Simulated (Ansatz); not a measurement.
# SiGeO (singlet): from Hartree-Fock to the top rungs, cc-pVDZ

An exercise on one series of results from a longer session: the logs are not shown, and one member is left open.

Computed with Ansatz 0.2.0, Gaussian basis. Level: cc-pVDZ, core rule «outside noble gas», up to 20 orbitals frozen.

To be run: UHF; CCSD(T) on RHF; CCSD(T) on UHF; BCCD(T) on RHF; CISD; CCSDT(Q) on RHF; CCSDT(Q) on UHF; CCSDTQ on RHF.

11 further runs of the same task are left out: 7 for a known fault of the program, 4 set aside as unsound or not needed.

### What is computed

The geometry is a PBE0/def2-TZVP stationary point (not a proven minimum). No spin-orbit coupling is included. The filled d shell of Ge may be among the frozen orbitals whatever the setting's name suggests; the logs give the count.

3 atoms, charge 0, spin multiplicity 1.

Atoms are counted from 1 here; the program's logs count them from 0.

Bond lengths: O1–Ge2 1.628 Å, Ge2–Si3 2.311 Å. Angles: O1–Ge2–Si3 180.0°.

The first run:

Contents of in.yaml:

```yaml
crystal:
  periodic: [false, false, false]
  atoms:
    - {symbol: O, position_ang: [0.000000, 0.000000, -1.855228]}
    - {symbol: Ge, position_ang: [0.000000, 0.000000, -0.227715]}
    - {symbol: Si, position_ang: [0.000000, 0.000000, 2.082943]}
basis:
  gaussian: {orbitals: cc-pVDZ}
magnetization: {spin_polarized: true, initial_magnetization: 0}
hamiltonian: {xc: hf}
output: {orbitals: {seedname: orbitals}}
```

Launch:

```console
$ ansatz run in.yaml --threads 1 --pin off --events-out ev --progress --plain --max-ram 2816MiB --backend cpu
```

Steps of the session up to this table: UHF; CCSD(T) on RHF; CCSD(T) on UHF; BCCD(T) on RHF; CISD; CCSDT(Q) on RHF; CCSDT(Q) on UHF; CCSDTQ on RHF.

One table of the session follows, with a row left open; its other results are not shown here.

| method | from RCCSDT(Q) (kJ/mol) |
| --- | --- |
| RHF | +1053.7 |
| UHF | +960.7 |
| RMP2 | +116.2 |
| UMP2 | +60.7 |
| RCCSD | ? |
| UCCSD | +24.7 |
| RCCSD(T) | +22.4 |
| UCCSD(T) | -28.8 |
| BCCD(T) | +21.0 |
| RCCSDT | +14.6 |
| UCCSDT | -45.7 |
| RCCSDT(Q) | 0 |
| UCCSDT(Q) | -62.5 |
| RCCSDTQ | -0.5 |

**Question.** Estimate the row for RCCSD.

The run gave: from RCCSDT(Q) (kJ/mol): +76.7. In the column «from RCCSDT(Q) (kJ/mol)» it lies between UMP2 (+60.7) and RMP2 (+116.2).

Not comparable, so not listed: CISD (they don't share determinant, frozen orbitals or solution with the rows shown, or repeat one).

Limits of these values: The determinant is far from a pure spin state, so its energy mixes those of several spin states (harmless only where they are near-degenerate, as at dissociation). The report flags that the cluster equations may have other roots. The program flags UCCSD(T), UCCSDT(Q), RCCSDTQ as in doubt, so those rows may rest on another solution; read them beside their warnings. Warnings: restricted reference is unstable; spin contamination; large T1 diagnostic. Restricted and unrestricted rows rest on different reference determinants; where their highest levels disagree by more than a few hundredths of an eV, they describe different states and don't form one ladder.
